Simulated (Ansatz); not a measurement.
# CoGe: magnetic states

An exercise on one series of results from a longer session: the logs are not shown, and one member is left open.

Program: Ansatz 0.2.0. Level of theory: DFT PBEsol, scalar-relativistic, plane waves, PAW. These are calculated values, not measurements.

2 further runs of the same task are left out: 2 set aside as unsound or not needed. Runs told in other sessions of the task aren't counted.

## The structure to begin with

The structure is tetragonal, space group P4/mmm (No. 123). Conventional cell: a = 2.862 Å, b = 2.862 Å, c = 2.892 Å, α = 90.00°, β = 90.00°, γ = 90.00°. Co (site symmetry 4/mmm) is surrounded by 8 Ge at 2.49 Å. Ge (site symmetry 4/mmm) has 8 Co at 2.49 Å in its first shell of neighbours.

Coordinates:

```
CELL_PARAMETERS angstrom
2.86169 0.00000 0.00000
0.00000 2.86169 0.00000
0.00000 0.00000 2.89191
ATOMIC_POSITIONS crystal
Co 0.00000 0.00000 0.00000
Ge 0.50000 0.50000 0.50000
```

This cell was relaxed beforehand with the same method: volume 11.84 Å³/atom, gap on the mesh none (metal).

The structure is invented: a known structure type filled with these elements, not a reported compound.

The first run:

Input file input.yaml:

```yaml
crystal:
  lattice:
    - [2.8616935883, 0.0, 0.0]
    - [0.0, 2.8616935883, 0.0]
    - [0.0, 0.0, 2.891910747]
  atoms:
    - { symbol: Co, position: [0.0, 0.0, 0.0], spin: 3.5 }
    - { symbol: Ge, position: [0.5, 0.5, 0.5] }
basis:
  ecutwfc: 420
kpoints:
  mp_grid: { grid: [14, 14, 14] }
hamiltonian:
  xc: pbesol
scf:
  occupations: { method: gaussian, width: 0.1 }
  lower_state_search: "off"
output:
  forces: true
  stress: true
  eigenvalues: true
  populations: true
  write_density: true
  write_potential: true
  elf: true
  volumetric_format: npy
magnetization:
  spin_polarized: true
```

Launch:

```console
ansatz run input.yaml --threads 1 --pin off --max-ram 2560MiB --backend cpu --events-out ev --progress --plain --runs-dir out
```

Steps of the session up to this table: Start: large parallel starting moments; Start: antiferromagnetic, doubled cell, propagation vector (0, 0, 1/2); Magnetic start: antiferromagnetic, doubled cell, propagation vector (0, 1/2, 0); Magnetic start: antiferromagnetic, doubled cell, propagation vector (0, 1/2, 1/2).

One of the session's tables, all rows but one given; the rest of the session is left out.

It belongs to the step «Which state is lowest». 

```
                                                            start  energy above the lowest (meV/atom)  pressure (GPa)
                                  large parallel starting moments                                0.00             1.9
  antiferromagnetic, doubled cell, propagation vector (0, 0, 1/2)                                14.3             0.8
  antiferromagnetic, doubled cell, propagation vector (0, 1/2, 0)                                   ?               ?
                                                          no spin                                17.5             0.0
antiferromagnetic, doubled cell, propagation vector (0, 1/2, 1/2)                                17.5             0.0
```

Estimate the missing values for antiferromagnetic, doubled cell, propagation vector (0, 1/2, 0).

As computed: energy above the lowest (meV/atom): 15.7; pressure (GPa): 0.6. In the column «energy above the lowest (meV/atom)» it lies between antiferromagnetic, doubled cell, propagation vector (0, 0, 1/2) (14.3) and no spin (17.5).

To keep in mind: Only these starts were tried, so a lower state is not ruled out. Warnings in the runs' records: seeded moment not kept.
